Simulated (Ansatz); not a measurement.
# ClF2HOSi + SiH4O + H2O: a complex and its separated parts

Aim: how far the complex at one end of a reaction step lies below its separated, relaxed parts, level by level.

The runs use Ansatz 0.2.0, Gaussian basis; PBE0-D4/def2-TZVP structures, single points in def2-TZVPP, no counterpoise correction.

Levels: SPW92, PBE-D4, BLYP-D4, r2SCAN-D4, B97M-V, PBE0-D4, B3LYP-D4, r2SCAN0-D4, BHLYP-D4, CAM-B3LYP-D4, wB97X-V, wB97M-V, B2PLYP, PBE-QIDH, RPA on PBE, Hartree-Fock, MP2, CCSD, CCSD(T).

Correlated methods freeze the cores. B3LYP uses VWN-RPA correlation. B2PLYP carries no dispersion term here.

113 further runs of the same task are left out: 113 set aside as unsound or not needed.

## (1) The starting structure

The complex: 15 atoms, charge 0, spin multiplicity 1.

Atoms are counted from 1 here; the program's logs count them from 0.

Bond lengths: Si1–O2 1.773 Å, Si1–F4 1.652 Å, Si1–F5 1.587 Å, Si1–O6 1.626 Å, Si1–Cl8 2.272 Å, O2–Si3 1.727 Å, O2–H9 1.033 Å, Si3–H11 1.471 Å, Si3–H12 1.486 Å, Si3–H13 1.472 Å, O6–H14 0.960 Å, H7–O10 0.976 Å, O10–H15 0.961 Å. Angles: O2–Si1–F4 83.7°, O2–Si1–F5 114.0°, O2–Si1–O6 121.6°, O2–Si1–Cl8 87.3°, F4–Si1–F5 94.5°, F4–Si1–O6 93.4°, F4–Si1–Cl8 171.0°, F5–Si1–O6 124.3°, F5–Si1–Cl8 89.4°, O6–Si1–Cl8 91.1°, Si1–O2–Si3 120.2°, Si1–O2–H9 122.9°, Si3–O2–H9 116.8°, O2–Si3–H11 111.0°, O2–Si3–H12 99.6°, O2–Si3–H13 110.5°, H11–Si3–H12 109.7°, H11–Si3–H13 115.4° and more.

Coordinates:

```
Si   -1.37653    0.38283    0.44624
O     0.20361    0.05698   -0.28932
Si    0.36834    0.00385   -2.00730
F    -1.89010    0.44469   -1.12279
F    -1.65341    1.91992    0.72991
O    -2.39987   -0.82003    0.83448
H     1.79820    0.04752    1.93378
Cl   -0.34965    0.21910    2.46587
H     1.07003   -0.04241    0.26425
O     2.28919   -0.08339    1.10028
H     0.08114    1.31747   -2.60482
H     1.82234   -0.28503   -2.10749
H    -0.39554   -1.12444   -2.56369
H    -2.31660   -1.11252    1.74459
H     2.74874   -0.92451    1.17611
```

Its parts: ClF2HOSi holds atoms 1, 4, 5, 6, 8, 14; SiH4O holds atoms 2, 3, 9, 11, 12, 13; H2O holds atoms 7, 10, 15. Each part counts its atoms afresh in its own runs.

## (2) Relaxing ClF2HOSi alone

The input, relax-a/in.yaml:

```yaml
crystal:
  periodic: [false, false, false]
  atoms:
    - {symbol: Si, position_ang: [-1.376528, 0.382827, 0.446236]}
    - {symbol: F, position_ang: [-1.890097, 0.444689, -1.122793]}
    - {symbol: F, position_ang: [-1.653411, 1.919916, 0.729906]}
    - {symbol: O, position_ang: [-2.399868, -0.820025, 0.834484]}
    - {symbol: Cl, position_ang: [-0.349647, 0.219095, 2.465874]}
    - {symbol: H, position_ang: [-2.316596, -1.112525, 1.744593]}
basis:
  gaussian: {orbitals: def2-TZVP}
hamiltonian: {xc: pbe0, dispersion: d4}
relax: {f_tol: 0.005, max_steps: 200}
```

On the command line:

```sh
> ansatz run in.yaml --threads 4 --pin off --events-out ev --progress --plain --max-ram 66560MiB --backend cuda --devices 0, --max-vram 37GiB
```

The runs that follow: Relaxing SiH4O alone; Relaxing H2O alone; SPW92/def2-TZVPP; PBE-D4/def2-TZVPP; BLYP-D4/def2-TZVPP; r2SCAN-D4/def2-TZVPP; B97M-V/def2-TZVPP; PBE0-D4/def2-TZVPP; B3LYP-D4/def2-TZVPP; r2SCAN0-D4/def2-TZVPP; BHLYP-D4/def2-TZVPP; CAM-B3LYP-D4/def2-TZVPP; wB97X-V/def2-TZVPP; wB97M-V/def2-TZVPP; B2PLYP/def2-TZVPP; PBE-QIDH/def2-TZVPP; RPA on PBE/def2-TZVPP; CCSD(T)/def2-TZVPP; CCSD(T)/def2-QZVPP; Vibrations of ClF2HOSi; Vibrations of SiH4O; Vibrations of H2O.

What does the calculation give? Wanted: complex less parts, CCSD(T)/def2-TZVPP; with zero-point energy; largest T1 diagnostic.

The runs gave:

| quantity | value |
| --- | --- |
| complex less parts, CCSD(T)/def2-TZVPP | -23.9 kJ/mol |
| with zero-point energy | -4.0 kJ/mol |
| largest T1 diagnostic | 0.011 |

At CCSD(T) the complex lies 23.9 kJ/mol below its parts. The functionals run from B97M-V, off by -2.9 kJ/mol, to SPW92, off by -94.2 kJ/mol, against CCSD(T). Mean unsigned error by rung: LDA 94.2, GGA 13.0, meta-GGA 11.2, hybrid 10.7, range-separated hybrid 13.1, double hybrid 8.6 kJ/mol. PBE-D4 gives a relative energy 21.0 kJ/mol too low, outside chemical accuracy (1 kcal/mol, 4.2 kJ/mol). No counterpoise was applied, and triple zeta lacks some correlation, so the CCSD(T) reference has a basis error of its own, and close matches with it are partly luck.
